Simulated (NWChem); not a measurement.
# SiH (SMILES [SiH]): UHF/def2-TZVPPD

Aim: the electronic atomisation energy of SiH at UHF/def2-TZVPPD, from 3 runs. 

The calculation is run with NWChem 7.3.0.

16 further runs of the same task are left out: 16 set aside as unsound or not needed. Runs told in other sessions of the task aren't counted.

## 1. Starting point

The species is SiH (2 atoms), meant as a doublet with charge 0. SMILES: `[SiH]`. Geometry: relaxed at PBE0-D4/def2-TZVP.

Bond lengths: Si1–H2 1.532 Å.

## 2. Energy and gradient at UHF/def2-TZVPPD

File run.py:

```python
from ase import Atoms
from ase.calculators.nwchem import NWChem

atoms = Atoms(['Si', 'H'], positions=[
    [0.000000, 0.000000, -0.007580],
    [-0.000000, -0.000000, 1.524140],
])

calc = NWChem(
    label='mol',
    theory='scf',
    memory='2200 mb',
    basis='def2-TZVPPD',
    basispar='spherical bse',
    scf={'nopen': '1', 'uhf': None, 'thresh': '1e-08', 'maxiter': '80'},
)
atoms.calc = calc

forces = atoms.get_forces()
e = atoms.get_potential_energy()
print(f"E = {e:.6f} eV")
print("forces (eV/A):")
for s, f in zip(atoms.symbols, forces):
    print(f"{s:2s} {f[0]:10.5f} {f[1]:10.5f} {f[2]:10.5f}")
```

The run is started by

```
export ASE_NWCHEM_COMMAND="nwchem PREFIX.nwi > PREFIX.nwo"
python run.py
```

The program printed:

```text
E = -7875.909020 eV
forces (eV/A):
Si    0.00000    0.00000    0.27115
H    -0.00000   -0.00000   -0.27115
```

The calculator wrote mol.nwi:

```
title "mol"

permanent_dir mol

scratch_dir mol

start mol

geometry units angstrom nocenter noautosym noautoz
  Si 0.0000000000000000e+00 0.0000000000000000e+00 -7.5799999999999999e-03
  H  -0.0000000000000000e+00 -0.0000000000000000e+00 1.5241400000000001e+00
end

memory 2200 mb

basis spherical bse noprint
   * library def2-TZVPPD
end

scf
  nopen 1
  uhf
  thresh 1e-08
  maxiter 80
end

task scf gradient
```

mol.nwo:

```text
Northwest Computational Chemistry Package (NWChem) 7.3.0
             --------------------------------------------------------

           Job information
           ---------------

    nwchem branch   = 7.3.0
    use scalapack   = T
    input           = mol.nwi
    prefix          = mol.
    data base       = mol/mol.db
    status          = startup
    nproc           =        1

           Memory information
           ------------------

    heap     =     72089600 doubles =      550.0 Mbytes
    stack    =     72089597 doubles =      550.0 Mbytes
    global   =    144179200 doubles =     1100.0 Mbytes (distinct from heap & stack)
    total    =    288358397 doubles =     2200.0 Mbytes
    verify   = yes
    hardfail = no

[... 33 lines left out ...]
            Nuclear Dipole moment (a.u.)
[... 57 lines left out ...]
 1-e energy   =    -410.550148
[... 7 lines left out ...]
         Quadratically convergent UHF
[... 13 lines left out ...]
       Final UHF  results
[... 3 lines left out ...]
      One electron energy =   -410.810587662107
[... 1 line left out ...]
 Nuclear repulsion energy =      4.836707417802
[... 30 lines left out ...]
          Final beta eigenvalues
[... 231 lines left out ...]
                     UHF Final Beta Molecular Orbital Analysis
[... 265 lines left out ...]
                              NWChem Gradients Module
                              -----------------------

                                        mol

  wavefunction    =   UHF

                         UHF ENERGY GRADIENTS

    atom               coordinates                        gradient
                 x          y          z           x          y          z
   1 Si      0.000000   0.000000  -0.014324   -0.000000  -0.000000  -0.005273
   2 H       0.000000   0.000000   2.880207    0.000000   0.000000   0.005273

                 ----------------------------------------
                 |  Time  |  1-e(secs)   |  2-e(secs)   |
                 ----------------------------------------
                 |  CPU   |       0.00   |       0.76   |
                 ----------------------------------------
                 |  WALL  |       0.00   |       0.76   |
                 ----------------------------------------

 Task  times  cpu:        3.3s     wall:        3.3s
 Total times  cpu:        3.3s     wall:        3.3s
```

Run time: 4.2 s. Hardware: 1 thread of Intel Xeon 6975P-C (Granite Rapids), shared host; peak memory 0.1 GiB.

## 3. The H atom: a single-point energy at UHF/def2-TZVPPD

File mymol.nw:

```
start mymol
memory stack 880 mb heap 220 mb global 1100 mb
charge 0

geometry units angstroms noautosym nocenter noautoz
  H     0.000000    0.000000    0.000000
end

basis spherical bse
  * library def2-TZVPPD
end

scf
  nopen 1
  uhf
  thresh 1e-08
  maxiter 80
  noprint "final vectors analysis"
end

task scf energy
```

Run the same way, it converges to -0.49981 Eh (log not shown).

## 4. The Si atom: the energy at UHF/def2-TZVPPD

File mymol.nw:

```
start mymol
title "Si energy"
memory 2200 mb

geometry units angstroms noautosym nocenter noautoz
 Si     0.000000     0.000000     0.000000
end

basis "ao basis" spherical bse
 * library def2-TZVPPD
end

scf
 triplet
 uhf
 thresh 1e-08
 maxiter 80
end

task scf energy
```

The run is started by

```
nwchem mymol.nw > mymol.out
```

The program printed:

```text
[...]
  functions       =    48
[...]
  wavefunction    = UHF
[...]
         Total SCF energy =   -288.850921574441
      One electron energy =   -400.565743973406
      Two electron energy =    111.714822398965
 Nuclear repulsion energy =      0.000000000000
                       Sz =      1.0000
                 Sz(Sz+1) =      2.0000
                      S^2 =      2.0155
[...]
```

It took 1.4 s on 1 thread of Intel Xeon 6975P-C (Granite Rapids), shared host; peak memory 0.1 GiB.

## 5. Summary of results

Level: UHF/def2-TZVPPD.

```
                                    quantity          value
                      molecule: total energy  -289.43432 Eh
                     molecule: dipole moment         0.21 D
molecule: HOMO energy (highest over α and β)       -8.09 eV
 molecule: LUMO energy (lowest over α and β)       -0.01 eV
                              molecule: ⟨S²⟩          0.773
          molecule: largest force on an atom     0.271 eV/Å
                        H atom: total energy    -0.49981 Eh
                       H atom: dipole moment         0.00 D
                                H atom: ⟨S²⟩          0.750
                       Si atom: total energy  -288.85092 Eh
                      Si atom: dipole moment         0.00 D
 Si atom: HOMO energy (highest over α and β)       -8.19 eV
  Si atom: LUMO energy (lowest over α and β)       -0.09 eV
                               Si atom: ⟨S²⟩          2.015
               electronic atomisation energy       2.275 eV
```

What this shows: Taking the molecule apart into free atoms costs 2.27 eV (52 kcal/mol), before zero-point energy and without spin-orbit coupling. Hartree–Fock lacks the correlation of the bonding pairs, which as a rule makes this value much too low; in minimal bases other errors can mask that. The largest force (molecule) is 0.27 eV/Å: the shape isn't a stationary point for this species at this level.
